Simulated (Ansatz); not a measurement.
# SiO2 (Stishovite): the cost of one run

Computed with Ansatz 0.2.0, driven from Python. Level of theory: DFT PBE, plane waves, PAW.

## (1) The structure

The structure is tetragonal, space group P4_2/mnm (No. 136). Conventional cell: a = 4.177 Å, b = 4.177 Å, c = 2.665 Å, α = 90.00°, β = 90.00°, γ = 90.00°. Si (site symmetry mmm) is surrounded by 6 O at 1.76 to 1.81 Å. O (site symmetry m2m) has 3 Si at 1.76 to 1.81 Å as nearest neighbours.

No structure file is read: the coordinates are typed or built in the script.

## (2) Script

The input, eos.py:

```python
"""Bulk modulus of SiO2 from an E(V) curve."""

import ansatz as az
from ase.eos import EquationOfState
from ase.units import GPa
import numpy as np

XC = "pbe"
CUTOFF = 500
KMESH = (6, 6, 8)

vectors0 = np.array([
    [4.1773, 0.0, 0.0],
    [0.0, 4.1773, 0.0],
    [0.0, 0.0, 2.6652],
])
sites = [
    ("Si", (0.0, 0.0, 0.0)),
    ("Si", (0.5, 0.5, 0.5)),
    ("O", (0.3059, 0.3059, 0.0)),
    ("O", (0.1941, 0.8059, 0.5)),
    ("O", (0.6941, 0.6941, 0.0)),
    ("O", (0.8059, 0.1941, 0.5)),
]


def on_lattice(cell):
    crystal = az.Crystal(lattice=az.Lattice.of(cell))
    for symbol, position in sites:
        crystal = crystal.atom(symbol, position)
    return crystal

# uniform scaling of the cell
volumes, energies = [], []
for scale in np.linspace(0.88, 1.12, 7):
    cell = vectors0 * scale ** (1 / 3)
    calc = (
        on_lattice(cell).calculation()
        .functional(XC)
        .occupations(az.OccupationsMethod.FIXED)
        .basis(CUTOFF)
        .kpoints(*KMESH)
    )
    rep = calc.run(threads=1).report
    volumes.append(abs(np.linalg.det(cell)) / len(sites))
    energies.append(rep["free_energy_ev"] / len(sites))
    print(f"V = {volumes[-1]:8.4f} A^3/atom  F = {energies[-1]:.5f} eV/atom")

eos = EquationOfState(volumes, energies, eos="murnaghan")
v0, e0, bulk = eos.fit()
print(f"V0 = {v0:.4f} A^3/atom, E0 = {e0:.5f} eV/atom, B = {bulk / GPa:.1f} GPa")
eos.plot("eos.png")
```

## (3) What the engine is handed

The package turns the script's settings into the engine's input (first run):

```yaml
crystal:
  lattice:
    - [4.003039633781674, 0.0, 0.0]
    - [0.0, 4.003039633781674, 0.0]
    - [0.0, 0.0, 2.5540184406087465]
  atoms:
    - { symbol: Si, position: [0.0, 0.0, 0.0] }
    - { symbol: Si, position: [0.5, 0.5, 0.5] }
    - { symbol: O, position: [0.3059, 0.3059, 0.0] }
    - { symbol: O, position: [0.1941, 0.8059, 0.5] }
    - { symbol: O, position: [0.6941, 0.6941, 0.0] }
    - { symbol: O, position: [0.8059, 0.1941, 0.5] }
basis:
  ecutwfc: 500.0
kpoints:
  mp_grid:
    grid: [6, 6, 8]
hamiltonian:
  xc: pbe
scf:
  occupations:
    method: fixed
```

## (4) Launch

Launch:

```
python eos.py
```

Q: Estimate wall time and peak memory on 1 thread of Arm Neoverse V2, shared host.

About 17 s, with a peak of 0.39 GiB.
